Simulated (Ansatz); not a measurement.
## AlH₄NOS, SMILES [NH2][Al]([OH])[SH]: energies of removing a hydrogen, step by step

Computed with Ansatz 0.2.0 through its Python package.

Input file `alh4nos.xyz`:
```text
8

N    -0.27680    1.58600    0.27130
Al    0.27930   -0.08150   -0.33860
O     2.04690   -0.44170   -0.41380
S    -1.14300   -1.65030   -0.95920
H    -0.90640    2.02180   -0.52770
H    -0.96370    1.47360    1.06640
H     2.31320   -0.81520    0.49720
H    -1.25730   -2.14980    0.34860
```

The cells in order, each with its output:

```python
import ansatz as az

BASIS = "def2-SVPD"
LEVEL = "MP2"
```

```python
def total_energy(molecule, charge=0, unpaired=0):
    calc = (
        molecule.calculation()
        .basis(gaussian=BASIS)
        .correlation(LEVEL)
    )
    if charge:
        calc = calc.charge(charge)
    if unpaired:
        calc = calc.spin("collinear", total=unpaired)
    report = calc.run(threads=1).report
    if report["published_state_doubts"]:
        print("  doubts:", report["published_state_doubts"])
    return report["free_energy_ev"]
```

```python
def without(molecule, index):
    rest = az.Crystal.molecule()
    for i, site in enumerate(molecule.cartesian_sites):
        if i != index:
            rest = rest.atom(site.symbol, site.position_ang)
    return rest
```

```python
system = az.Crystal.molecule_from_extxyz("alh4nos.xyz")

whole = total_energy(system, 0)
hydrogen = total_energy(az.Crystal.molecule().atom("H", (0, 0, 0)), 0, 1)
print(f"E(molecule) = {whole:.5f} eV, E(H) = {hydrogen:.5f} eV")
for index in [5, 6, 7]:
    radical = total_energy(without(system, index), 0, 1)
    print(f"H{index}: homolysis {23.060548 * (radical + hydrogen - whole):.1f} kcal/mol")
    anion = total_energy(without(system, index), -1)
    print(f"H{index}: loss of a proton {23.060548 * (anion - whole):.1f} kcal/mol")
```

    E(molecule) = -20993.61305 eV, E(H) = -13.58606 eV
    H5: homolysis 111.3 kcal/mol
    H5: loss of a proton 377.1 kcal/mol
    H6: homolysis 119.3 kcal/mol
    H6: loss of a proton 365.7 kcal/mol
    H7: homolysis 81.5 kcal/mol
    H7: loss of a proton 330.8 kcal/mol

Total energies depend on the basis set; only differences at equal settings carry meaning. The geometry is a force-field or estimated start, not a minimum of this method, and the basis set is short of its limit. All parts are taken at fixed geometry, without zero-point energy. The whole script took 43 s on 1 thread of Arm Neoverse V1 (shared host), peak memory 0.48 GiB.
